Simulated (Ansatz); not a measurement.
# KCoF3: the cost of one run

Method: DFT LDA+U (U_eff = 3 eV on Co d), plane waves, PAW, in Ansatz 0.2.0.

## 1. The structure to begin with

It takes space group Pm-3m (No. 221, cubic). The conventional cell has a = 4.071 Å, b = 4.071 Å, c = 4.071 Å, α = 90.00°, β = 90.00°, γ = 90.00°. K (site symmetry m-3m) is surrounded by 12 F at 2.88 Å. Around Co (site symmetry m-3m) lie 6 F at 2.04 Å. Around F (site symmetry 4/mmm) lie 2 Co at 2.04 Å and 4 K at 2.88 Å.

As a file:

```cif
data_structure
_symmetry_space_group_name_H-M 'P 1'
_symmetry_Int_Tables_number 1
_cell_length_a 4.0710
_cell_length_b 4.0710
_cell_length_c 4.0710
_cell_angle_alpha 90.000
_cell_angle_beta 90.000
_cell_angle_gamma 90.000
_cell_volume 67.47
loop_
_atom_site_label
_atom_site_type_symbol
_atom_site_fract_x
_atom_site_fract_y
_atom_site_fract_z
_atom_site_occupancy
K1 K 0.00000 0.00000 0.00000 1
Co1 Co 0.50000 0.50000 0.50000 1
F1 F 0.00000 0.50000 0.50000 1
F2 F 0.50000 0.00000 0.50000 1
F3 F 0.50000 0.50000 0.00000 1
```

Magnetic order typed: ferromagnetic.

An earlier series on this cell reached its lowest free state from «from atoms, default search», perhaps among other starts.

## 2. Random orbitals: single harmonics, second filling

File input.yaml:

```yaml
crystal:
  lattice:
    - [4.070999, 0.0, 0.0]
    - [0.0, 4.070999, 0.0]
    - [0.0, 0.0, 4.070999]
  atoms:
    - { symbol: K, position: [0.0, 0.0, 0.0] }
    - { symbol: Co, position: [0.5, 0.5, 0.5], spin: 1.0 }
    - { symbol: F, position: [0.0, 0.5, 0.5] }
    - { symbol: F, position: [0.5, 0.0, 0.5] }
    - { symbol: F, position: [0.5, 0.5, 0.0] }
basis:
  ecutwfc: 420
  ecutrho_ratio: 4
kpoints:
  mp_grid: { grid: [5, 5, 5] }
hamiltonian:
  xc: lda
  hubbard:
    sites:
      - { site: 1, l: d, u_eff: 3.0, starting_ns: [{ spin: up, occupation_matrix: s1up }, { spin: down, occupation_matrix: s1down }] }
    occupation_matrices:
      s1up:
        matrix:
          - [0.97, 0.0, 0.0, 0.0, 0.0]
          - [0.0, 0.97, 0.0, 0.0, 0.0]
          - [0.0, 0.0, 0.02, 0.0, 0.0]
          - [0.0, 0.0, 0.0, 0.97, 0.0]
          - [0.0, 0.0, 0.0, 0.0, 0.97]
      s1down:
        matrix:
          - [0.97, 0.0, 0.0, 0.0, 0.0]
          - [0.0, 0.97, 0.0, 0.0, 0.0]
          - [0.0, 0.0, 0.97, 0.0, 0.0]
          - [0.0, 0.0, 0.0, 0.02, 0.0]
          - [0.0, 0.0, 0.0, 0.0, 0.02]
    ns_hold: { iters: 12 }
scf:
  occupations: { method: gaussian, width: 0.05 }
  lower_state_search: "off"
  max_iter: 150
output:
  forces: true
  stress: true
  eigenvalues: true
  populations: true
  hubbard: { sites: [{ site: 1, l: d }] }
magnetization:
  spin_polarized: true
```

The typed matrices put 0.97 on the chosen orbitals and 0.02 on the others, and are held for 12 cycles.

The run is started by

```bash
$ ansatz run input.yaml --threads 4 --pin off --max-ram 6144MiB --backend cpu --events-out ev --progress --plain --runs-dir out
```

What time and memory should one allow on 4 threads of AMD EPYC 7B13 (Zen 3), shared host?

About 7.7 s, with a peak of 0.51 GiB.
